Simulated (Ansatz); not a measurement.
# HfN: the cost of one run

Program: Ansatz 0.2.0 through its Python package. The levels of theory stand in the script. These are calculated values, not measurements.

### 1 The structure

Symmetry: F-43m, No. 216, cubic system. The conventional cell has a = 4.910 Å, b = 4.910 Å, c = 4.910 Å, α = 90.00°, β = 90.00°, γ = 90.00°. Hf (site symmetry -43m) is surrounded by 4 N at 2.13 Å. N (site symmetry -43m) is surrounded by 4 Hf at 2.13 Å.

Input file POSCAR_hfn:

```text
HfN
1.0
   0.00000000    2.45482200    2.45482200
   2.45482200    0.00000000    2.45482200
   2.45482200    2.45482200    0.00000000
Hf N
1 1
Direct
   0.00000000    0.00000000    0.00000000
   0.75000000    0.75000000    0.75000000
```

### 2 Script

The input, hfn_nc_paw.py:

```python
"""Two kinds of potentials on HfN."""

import ansatz as az
from ase.io import read
import numpy as np


def count_gap(report):
    # lowest empty less highest filled band, counting bands; zero where they overlap
    return max(report.get("gap_by_band_count_ev") or 0.0, 0.0)


def main() -> None:
    atoms = read("POSCAR_hfn", format="vasp")
    structure = az.Crystal.from_ase(atoms)

    calc = structure.calculation()
    calc = calc.functional("PBEsol", dispersion="d3bj")
    calc = calc.kpoints(11)
    calc = calc.occupations(az.OccupationsMethod.FERMI_DIRAC, width=0.05)
    calc = calc.stress().forces()
    calc = calc.band_table()
    variants = {
        "PAW": calc.pseudopotentials("paw"),
        "norm-conserving": calc.pseudopotentials("nc"),
    }
    # totals differ by the cores that each treatment holds, so compare what does not depend on them
    rows = []
    for label, variant in variants.items():
        summary = variant.run(threads=1).report
        levels = np.array(summary["eigenvalues_ev"][0]) - summary["fermi_energy_ev"]
        print(label, "levels at the first k-point near E_F:", np.round(levels[np.abs(levels) < 5], 3))
        rows.append((label, summary["n_electrons"], np.trace(summary["stress_gpa"]) / 3, count_gap(summary)))
    for row in rows:
        print("; ".join(f"{name} = {round(v, 4) if isinstance(v, float) else v}" for name, v in zip(["treatment", "electrons in bands", "P GPa", "gap by band count eV"], row)))


if __name__ == "__main__":
    main()
```

### 3 What the engine is handed

The engine receives this input (first run):

```yaml
crystal:
  lattice:
    - [0.0, 2.454822, 2.454822]
    - [2.454822, 0.0, 2.454822]
    - [2.454822, 2.454822, 0.0]
  atoms:
    - { symbol: Hf, position: [0.0, 0.0, 0.0] }
    - { symbol: "N", position: [0.75, 0.75, 0.75] }
kpoints:
  mp_grid:
    grid: [11, 11, 11]
hamiltonian:
  xc: pbesol
  dispersion: d3bj
  pseudopotentials:
    kind: paw
scf:
  occupations:
    method: fermi_dirac
    width: 0.05
output:
  forces: true
  stress: true
  eigenvalues: true
```

### 4 Running it

Run with:

```sh
python hfn_nc_paw.py
```

Q: Estimate wall time and peak memory on 1 thread of Arm Neoverse V2, shared host.

About 9.8 s, with a peak of 0.52 GiB.
